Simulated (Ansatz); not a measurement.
# BePtC3: the cost of one run

Method: DFT PBE, scalar-relativistic, plane waves, PAW, in Ansatz 0.2.0.

**1. The starting structure**

The structure is cubic, space group Pm-3m (No. 221). Conventional cell: a = 3.974 Å, b = 3.974 Å, c = 3.974 Å, α = 90.00°, β = 90.00°, γ = 90.00°. Be (site symmetry m-3m) has 12 C at 2.81 Å as nearest neighbours. Pt (site symmetry m-3m) has 6 C at 1.99 Å as nearest neighbours. C (site symmetry 4/mmm) has 2 Pt at 1.99 Å and 4 Be at 2.81 Å as nearest neighbours.

As a file:

```
Be Pt C
1.0
     3.97372    0.00000    0.00000
     0.00000    3.97372    0.00000
     0.00000    0.00000    3.97372
Be Pt C
1 1 3
Direct
  0.50000 0.50000 0.50000
  0.00000 0.00000 0.00000
  0.50000 0.00000 0.00000
  0.00000 0.50000 0.00000
  0.00000 0.00000 0.50000
```

A structure generator made this guess: random cell by space group and Wyckoff sites (Pm-3m, No. 221). The dimensions are guesses.

**2. A first look at the guess**

Input file input.yaml:

```yaml
crystal:
  lattice:
    - [3.97372058, 0.0, 0.0]
    - [0.0, 3.97372058, 0.0]
    - [0.0, 0.0, 3.97372058]
  atoms:
    - { symbol: Be, position: [0.5, 0.5, 0.5] }
    - { symbol: Pt, position: [0.0, 0.0, 0.0] }
    - { symbol: C, position: [0.5, 0.0, 0.0] }
    - { symbol: C, position: [0.0, 0.5, 0.0] }
    - { symbol: C, position: [0.0, 0.0, 0.5] }
basis:
  ecutwfc: 420
kpoints:
  mp_grid: { grid: [4, 4, 4] }
hamiltonian:
  xc: pbe
scf:
  occupations: { method: gaussian, width: 0.1 }
  lower_state_search: "off"
output:
  forces: true
  stress: true
  eigenvalues: true
```

Started as:

```
> ansatz run input.yaml --threads 1 --pin off --max-ram 2048MiB --backend cpu --events-out ev --progress --plain --runs-dir out
```

Q: Estimate wall time and peak memory on 1 thread of Arm Neoverse V1, shared host.

About 1.6 s, with a peak of 0.29 GiB.
